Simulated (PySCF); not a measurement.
# C2H7BNP: the cost of one run

Programs: PySCF 2.14.0, with density-fitted response routines of our own. Each step states its level of theory. These are calculated values for one molecule in the gas phase, unless marked as measured. Atoms count from 0, in the outputs and in this text.

### Step 1. The starting structure

12 atoms, charge 0, multiplicity 1; geometry from: GFN2-xTB. The atoms were then displaced at random by about 0.01 Å, so the start is not that level's minimum.

Bonds of the start (Å): C0–C1 1.44, C1–N2 1.17, N2–B3 1.40, B3–P4 2.01, C0–H5 1.12, C0–H6 1.10, C0–H7 1.07, B3–H8 1.18, B3–H9 1.21, P4–H10 1.38, P4–H11 1.41.

### Step 2. Optimising the geometry at PBE0-D3(BJ)/def2-SVP

Job settings and geometry (Å):

```
{"job": {"xc": "PBE0", "basis": "def2-SVP", "d3": "d3bj", "grid": 1, "shake": 0.01, "kind": "geom"}, "charge": 0, "multiplicity": 1}
C      2.261990     0.482870    -0.101270
C      0.954360    -0.010490     0.264000
N     -0.108950    -0.404520     0.532820
B     -1.422740    -0.826980     0.778520
P     -2.495300     0.087640    -0.652100
H      2.144080     1.158250    -0.983310
H      2.668820     1.082240     0.721210
H      2.930700    -0.311120    -0.343910
H     -1.523200    -1.999360     0.651410
H     -1.800510    -0.439820     1.858970
H     -1.655330    -0.205610    -1.700800
H     -1.914230     1.358620    -0.490420
```

Run with:

```console
> OMP_NUM_THREADS=1 python probes_run.py task.json out
```

This one command runs all jobs of the session in turn.

**Question.** How long does this first job take on 1 thread of Arm Neoverse N1, shared host, and how much memory does it need?

About 42 s, with a peak of 0.44 GiB.
